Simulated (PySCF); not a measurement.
# Mercury: the same states on changed settings

These states were run before on sound settings. What differs here: radial step 0.5 in ln r (0.13 in the sound run), unsound on purpose. What does it move?

The numbers are computed with PySCF 2.14.0 (unrestricted determinants in a Gaussian basis, no spin-orbit coupling in the energies), except any that are marked as measured or tabulated.

**1. The atom as given**

| Property | Result |
| --- | --- |
| Element | mercury (Z = 80) |
| Basis | def2-SVP with the def2 core potential (60 electrons) |
| Hamiltonian | a scalar-relativistic core potential |
| State 1 | Hg²⁺: [Xe] 4f14 5d10, closed-shell 1S |
| State 2 | Hg³⁺: [Xe] 4f14 5d9, 2D determinant |
| Methods | BP86, r2SCAN |

Outer shells as boxes (Hund's rule):

Hg2+ [Xe] 4f14 5d10
```
[Xe] core
4f [↑↓][↑↓][↑↓][↑↓][↑↓][↑↓][↑↓]
5d [↑↓][↑↓][↑↓][↑↓][↑↓]
```

Hg3+ [Xe] 4f14 5d9
```
[Xe] core
4f [↑↓][↑↓][↑↓][↑↓][↑↓][↑↓][↑↓]
5d [↑↓][↑↓][↑↓][↑↓][↑ ]
```

The sound run (def2-SVP with ECP60, scalar relativity through the core potential, symmetry-adapted start, fine grid, valence correlation) gave:

```tsv
species	method	energy (hartree)
Hg²⁺	UHF	-151.60704
Hg²⁺	BP86	-152.55962
Hg²⁺	r2SCAN	-152.49908
Hg²⁺	MP2 (valence)	-151.80358
Hg³⁺	UHF	-150.36836
Hg³⁺	BP86	-151.25815
Hg³⁺	r2SCAN	-151.20406
Hg³⁺	MP2 (valence)	-150.51651
```

The runs were made by one driver on top of PySCF. The scripts below sum up each run's settings (the driver also hands on starting orbitals that pick excited configurations, and frozen orbitals as a list rather than a count), and the logs come from the driver's own runs. The driver starts from symmetry-adapted Hartree-Fock orbitals, holds the occupation by maximum overlap and uses a logarithmic radial grid for functionals, so a plain start would take other cycles.

The driver's launch:

```sh
$ OMP_NUM_THREADS=1 python atomrun2.py TASK.json OUT
```

The integrals over 32 functions and the set-up took 0.05 s of CPU time.

The grid is set inside the driver, so the scripts do not show it: radial step 0.5 in ln r (0.13 in the sound run).

**2. Changed run, Hg²⁺: the ladder of methods**

BP86:

File input.py:

```python
from pyscf import gto, scf, dft, mp, cc
import basis_set_exchange as bse
txt = bse.get_basis("def2-SVP", elements=["Hg"], fmt="nwchem", header=False)
cut = txt.index("\nECP")
mol = gto.M(atom="Hg 0 0 0", charge=2, spin=0, symmetry="D2h",
            basis=gto.basis.parse(txt[:cut]),
            ecp={"Hg": gto.basis.parse_ecp(txt[cut:])})
mf = dft.UKS(mol, xc="B88,P86")
mf.irrep_nelec = {'Ag': (3, 3), 'B1g': (1, 1), 'B2g': (1, 1), 'B3g': (1, 1), 'B1u': (1, 1), 'B2u': (1, 1), 'B3u': (1, 1)}
mf.kernel()
```

Standard output:

```text
damping factor = 0
level_shift factor = 0
DIIS = <class 'pyscf.scf.diis.CDIIS'>
diis_start_cycle = 1
diis_space = 10
diis_damp = 0
SCF conv_tol = 1e-09
SCF conv_tol_grad = None
number electrons alpha = 9  beta = 9
XC functionals = B88,P86
    A. D. Becke.,  Phys. Rev. A 38, 3098 (1988)
    J. P. Perdew.,  Phys. Rev. B 33, 8822 (1986)
cycle= 1 E= -152.637141968555  delta_E= -0.00986  |g|= 0.0165  |ddm|= 0.384
cycle= 2 E= -152.63720867136  delta_E= -6.67e-05  |g|= 0.0136  |ddm|= 0.0282
cycle= 3 E= -152.637284281669  delta_E= -7.56e-05  |g|= 0.000418  |ddm|= 0.0123
cycle= 4 E= -152.637284368403  delta_E= -8.67e-08  |g|= 1.88e-06  |ddm|= 0.00041
cycle= 5 E= -152.637284368404  delta_E= -1.53e-12  |g|= 1.77e-09  |ddm|= 1.72e-06
converged SCF energy = -152.637284368404  <S^2> = -1.4210855e-14  2S+1 = 1
```

It took 0.19 s on 1 thread of Neoverse-N1, shared host, the integrals not counted.

Orbital energies by shell (radii are means over both spins):

```tsv
shell	electrons	mean orbital energy (eV)	spread (eV)	rms radius (bohr)
5s	2	-135.38	0	0.968
5p	6	-85.993	0	1.11
5d	10	-28.915	0	1.57
```

⟨S²⟩ = 0.000, ⟨L²⟩ = 0.00.

Energies and moments cover only the electrons outside the core potential. The p, d and f levels are scalar averages; spin-orbit coupling splits them strongly at this Z.

r2SCAN:

Changes to input.py:

```diff
@@ -7,3 +7,3 @@
             ecp={"Hg": gto.basis.parse_ecp(txt[cut:])})
-mf = dft.UKS(mol, xc="B88,P86")
+mf = dft.UKS(mol, xc="R2SCAN")
 mf.irrep_nelec = {'Ag': (3, 3), 'B1g': (1, 1), 'B2g': (1, 1), 'B3g': (1, 1), 'B1u': (1, 1), 'B2u': (1, 1), 'B3u': (1, 1)}
```

Standard output:

```text
damping factor = 0
level_shift factor = 0
DIIS = <class 'pyscf.scf.diis.CDIIS'>
diis_start_cycle = 1
diis_space = 10
diis_damp = 0
SCF conv_tol = 1e-09
SCF conv_tol_grad = None
number electrons alpha = 9  beta = 9
XC functionals = R2SCAN
    J. W. Furness, A. D. Kaplan, J. Ning, J. P. Perdew, and J. Sun.,  J. Phys. Chem. Lett. 11, 8208-8215 (2020)
    J. W. Furness, A. D. Kaplan, J. Ning, J. P. Perdew, and J. Sun.,  J. Phys. Chem. Lett. 11, 9248-9248 (2020)
    J. W. Furness, A. D. Kaplan, J. Ning, J. P. Perdew, and J. Sun.,  J. Phys. Chem. Lett. 11, 8208-8215 (2020)
    J. W. Furness, A. D. Kaplan, J. Ning, J. P. Perdew, and J. Sun.,  J. Phys. Chem. Lett. 11, 9248-9248 (2020)
cycle= 1 E= -152.563015860545  delta_E= -0.00417  |g|= 0.00764  |ddm|= 0.247
cycle= 2 E= -152.563024727189  delta_E= -8.87e-06  |g|= 0.00421  |ddm|= 0.0116
cycle= 3 E= -152.563031619732  delta_E= -6.89e-06  |g|= 0.000403  |ddm|= 0.00431
cycle= 4 E= -152.563031685988  delta_E= -6.63e-08  |g|= 1.82e-06  |ddm|= 0.000376
cycle= 5 E= -152.563031685989  delta_E= -1.42e-12  |g|= 6.52e-10  |ddm|= 1.68e-06
converged SCF energy = -152.563031685989  <S^2> = -1.0658141e-14  2S+1 = 1
```

Time after the integrals: 0.33 s (1 thread of Neoverse-N1, shared host).

Energies and moments cover only the electrons outside the core potential. The p, d and f levels are scalar averages; spin-orbit coupling splits them strongly at this Z.

**3. Changed run, Hg³⁺, method by method**

BP86:

File input.py:

```python
from pyscf import gto, scf, dft, mp, cc
import basis_set_exchange as bse
txt = bse.get_basis("def2-SVP", elements=["Hg"], fmt="nwchem", header=False)
cut = txt.index("\nECP")
mol = gto.M(atom="Hg 0 0 0", charge=3, spin=1, symmetry="D2h",
            basis=gto.basis.parse(txt[:cut]),
            ecp={"Hg": gto.basis.parse_ecp(txt[cut:])})
mf = dft.UKS(mol, xc="B88,P86")
mf.irrep_nelec = {'Ag': (3, 2), 'B1g': (1, 1), 'B2g': (1, 1), 'B3g': (1, 1), 'B1u': (1, 1), 'B2u': (1, 1), 'B3u': (1, 1)}
mf.kernel()
```

Standard output:

```text
damping factor = 0
level_shift factor = 0
DIIS = <class 'pyscf.scf.diis.CDIIS'>
diis_start_cycle = 1
diis_space = 10
diis_damp = 0
SCF conv_tol = 1e-09
SCF conv_tol_grad = None
number electrons alpha = 9  beta = 8
XC functionals = B88,P86
    A. D. Becke.,  Phys. Rev. A 38, 3098 (1988)
    J. P. Perdew.,  Phys. Rev. B 33, 8822 (1986)
cycle= 1 E= -151.333669272333  delta_E= -0.00864  |g|= 0.0127  |ddm|= 0.398
cycle= 2 E= -151.333732938173  delta_E= -6.37e-05  |g|= 0.00326  |ddm|= 0.0354
cycle= 3 E= -151.333737199125  delta_E= -4.26e-06  |g|= 0.000488  |ddm|= 0.00587
cycle= 4 E= -151.333737303024  delta_E= -1.04e-07  |g|= 4.89e-05  |ddm|= 0.000729
cycle= 5 E= -151.333737305289  delta_E= -2.26e-09  |g|= 4.64e-06  |ddm|= 0.000194
cycle= 6 E= -151.33373730531  delta_E= -2.07e-11  |g|= 4.29e-08  |ddm|= 1.97e-05
converged SCF energy = -151.33373730531  <S^2> = 0.75172395  2S+1 = 2.0017232
```

It took 0.22 s on 1 thread of Neoverse-N1, shared host, the integrals not counted.

The occupied shells:

```tsv
shell	electrons	mean orbital energy (eV)	spread (eV)	rms radius (bohr)
5s α	1	-151.02	0	0.965
5s β	1	-150.31	0	0.965
5p α	3	-101.35	1.644	1.11
5p β	3	-100.56	0.836	1.11
5d α	5	-43.076	1.862	1.50
5d β	4	-42.290	1.052	1.50
```

⟨S²⟩ = 0.752, ⟨L²⟩ = 6.02.

Energies and moments cover only the electrons outside the core potential. Spin-orbit coupling, absent here, splits the open shell strongly.

r2SCAN:

Changes to input.py:

```diff
@@ -7,3 +7,3 @@
             ecp={"Hg": gto.basis.parse_ecp(txt[cut:])})
-mf = dft.UKS(mol, xc="B88,P86")
+mf = dft.UKS(mol, xc="R2SCAN")
 mf.irrep_nelec = {'Ag': (3, 2), 'B1g': (1, 1), 'B2g': (1, 1), 'B3g': (1, 1), 'B1u': (1, 1), 'B2u': (1, 1), 'B3u': (1, 1)}
```

Standard output:

```text
damping factor = 0
level_shift factor = 0
DIIS = <class 'pyscf.scf.diis.CDIIS'>
diis_start_cycle = 1
diis_space = 10
diis_damp = 0
SCF conv_tol = 1e-09
SCF conv_tol_grad = None
number electrons alpha = 9  beta = 8
XC functionals = R2SCAN
    J. W. Furness, A. D. Kaplan, J. Ning, J. P. Perdew, and J. Sun.,  J. Phys. Chem. Lett. 11, 8208-8215 (2020)
    J. W. Furness, A. D. Kaplan, J. Ning, J. P. Perdew, and J. Sun.,  J. Phys. Chem. Lett. 11, 9248-9248 (2020)
    J. W. Furness, A. D. Kaplan, J. Ning, J. P. Perdew, and J. Sun.,  J. Phys. Chem. Lett. 11, 8208-8215 (2020)
    J. W. Furness, A. D. Kaplan, J. Ning, J. P. Perdew, and J. Sun.,  J. Phys. Chem. Lett. 11, 9248-9248 (2020)
cycle= 1 E= -151.267521299764  delta_E= -0.00529  |g|= 0.0157  |ddm|= 0.287
cycle= 2 E= -151.267625529683  delta_E= -0.000104  |g|= 0.0058  |ddm|= 0.034
cycle= 3 E= -151.267638810681  delta_E= -1.33e-05  |g|= 0.000681  |ddm|= 0.00773
cycle= 4 E= -151.267639382542  delta_E= -5.72e-07  |g|= 0.000104  |ddm|= 0.00315
cycle= 5 E= -151.267639394541  delta_E= -1.2e-08  |g|= 2.88e-06  |ddm|= 0.0005
cycle= 6 E= -151.267639394551  delta_E= -1.02e-11  |g|= 1.02e-07  |ddm|= 1.38e-05
converged SCF energy = -151.267639394551  <S^2> = 0.75481996  2S+1 = 2.0048142
```

Time after the integrals: 0.39 s (1 thread of Neoverse-N1, shared host).

Energies and moments cover only the electrons outside the core potential. Spin-orbit coupling, absent here, splits the open shell strongly.

**4. Against the sound run**

```tsv
species	method	converged	energy less sound run (eV)
Hg²⁺	BP86	yes	-2.1134
Hg²⁺	r2SCAN	yes	-1.7403
Hg³⁺	BP86	yes	-2.0568
Hg³⁺	r2SCAN	yes	-1.7301
```

Ionisation energy of Hg²⁺:

```tsv
method	sound run (eV)	changed run (eV)	shift (eV)
UHF	33.706	33.706	+0.000
BP86	35.415	35.471	+0.057
r2SCAN	35.239	35.249	+0.010
```

**5. Summary of results**

| quantity | value |
| --- | --- |
| change | radial step 0.5 in ln r (0.13 in the sound run) |
| runs converged | 4 of 4 |
| largest shift of a converged total energy | 2.11 eV |
| largest shift of the ionisation energy | +0.057 eV (BP86) |

What this shows: The ionisation energy moves by up to 0.06 eV, at BP86. A coarse radial grid mis-integrates the density and the exchange-correlation energy, with errors of either sign; Hartree-Fock needs no grid. The setting is unsound on purpose, so these numbers are no properties of the atom.
